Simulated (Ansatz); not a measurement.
**C₂HClFIn: one species, many methods**

How much do the methods differ for C₂HClFIn? The plan is to run it at one geometry with functionals of several rungs and with coupled cluster. The yardstick is the atomisation energy at the CCSD(T) limit.

Computed with Ansatz 0.2.0, Gaussian basis. Level: functionals in def2-TZVPP, the program's frozen cores in correlated methods.

Levels to be run: LDA (SPW92), PBE-D4, revPBE-D4, BLYP-D4, r2SCAN-D4, B97M-V, PBE0-D4, B3LYP-D4, r2SCANh-D4, r2SCAN0-D4, HSE06-D4, BHLYP-D4, CAM-B3LYP-D4, LC-ωPBE, ωB97X-V, ωB97M-V, B2PLYP, PBE-QIDH; CCSD(T)/def2-SVP; CCSD(T)/def2-TZVPP; MP2/def2-QZVPP; extrapolation to the limit; RPA on PBE.

### 1 Structure used throughout

An earlier PBE0-D4 in a triple-zeta def2 set relaxation fixed the geometry. In takes the def2 core potential; no spin-orbit term is included.

SMILES `C#[C][In]([F])[Cl]`, 6 atoms, charge 0, spin multiplicity 1.

Atoms are counted from 1 here; the program's logs count them from 0.

Bond lengths: C1–C2 1.206 Å, C1–H6 1.067 Å, C2–In3 2.048 Å, In3–F4 1.933 Å, In3–Cl5 2.293 Å. Angles: C2–C1–H6 179.8°, C1–C2–In3 179.4°, C2–In3–F4 120.7°, C2–In3–Cl5 127.6°, F4–In3–Cl5 111.7°.

### 2 LDA

This LDA is Slater exchange with PW92 correlation.

in.yaml reads:

```yaml
crystal:
  periodic: [false, false, false]
  atoms:
    - {symbol: C, position_ang: [1.088289, 0.340342, 1.700771]}
    - {symbol: C, position_ang: [0.438877, 0.120069, 0.708687]}
    - {symbol: In, position_ang: [-0.655837, -0.235726, -0.984702]}
    - {symbol: F, position_ang: [-1.773649, -1.806590, -1.123714]}
    - {symbol: Cl, position_ang: [-0.759172, 1.049481, -2.880924]}
    - {symbol: H, position_ang: [1.661502, 0.532424, 2.579872]}
basis:
  gaussian: {orbitals: def2-TZVPP}
hamiltonian: {xc: lda}
output: {orbitals: {seedname: orbitals}}
```

Further steps of the session: PBE-D4 (GGA); revPBE-D4 (GGA); BLYP-D4 (GGA); r2SCAN-D4 (meta-GGA); B97M-V (meta-GGA); PBE0-D4 (hybrid); B3LYP-D4 (hybrid); r2SCANh-D4 (hybrid); r2SCAN0-D4 (hybrid); HSE06-D4 (hybrid); BHLYP-D4 (hybrid); CAM-B3LYP-D4 (range-separated); LC-ωPBE (range-separated); ωB97X-V (range-separated); ωB97M-V (range-separated); B2PLYP (double hybrid); PBE-QIDH (double hybrid); CCSD(T) in def2-SVP; CCSD(T) in def2-TZVPP; MP2 in def2-QZVPP; RPA on PBE orbitals.

Q: Predict the results of all the runs planned. Wanted: atomisation energy, CCSD(T)/CBS; farthest beyond LDA; mean size of error, GGA; mean size of error, meta-GGA; mean size of error, hybrid; mean size of error, range-separated; mean size of error, double hybrid; gap, smallest and largest; T1 diagnostic.

**Answer**, as computed:

```
                               quantity                                                                      value
        atomisation energy, CCSD(T)/CBS                                                                  23.308 eV
    functionals within 0.233 eV (1.0 %)  r2SCAN-D4, B97M-V, PBE0-D4, HSE06-D4, LC-ωPBE, ωB97X-V, ωB97M-V, PBE-QIDH
                    farthest beyond LDA                                                       BHLYP-D4 (-1.489 eV)
                mean size of error, GGA                                                                   0.410 eV
           mean size of error, meta-GGA                                                                   0.076 eV
             mean size of error, hybrid                                                                   0.575 eV
    mean size of error, range-separated                                                                   0.132 eV
      mean size of error, double hybrid                                                                   0.326 eV
              gap, smallest and largest                                      4.67 eV (BLYP-D4), 11.86 eV (LC-ωPBE)
                          T1 diagnostic                                                                     0.0151
triples share of the correlation energy                                                                      4.0 %
```

What this shows: LDA overbinds by 3.671 eV (16 %). PBE-D4 misses by +0.587 eV. Double hybrids carry the basis error of their MP2 part in triple zeta, and no dispersion term here, so their miss is partly the set-up's. The rungs meta-GGA, range-separated miss on average by less than the doubt on the reference (0.233 eV), so they tie. Misses under about 0.233 eV are within the doubt on the reference itself, which lacks core-valence correlation, spin-orbit coupling and higher excitations, and its outer-core shells are covered unevenly. All levels share the lack of spin-orbit coupling, which lowers the free heavy atoms and so the true binding. Hartree-Fock recovers 70 % of the binding; the rest is correlation. CCSD(T) in def2-SVP is off by -1.539 eV, which most functionals beat. Orbital gaps span 4.7 to 11.9 eV; exact exchange widens them. Correlated methods include outer-core shells of In, which these sets cover unevenly.
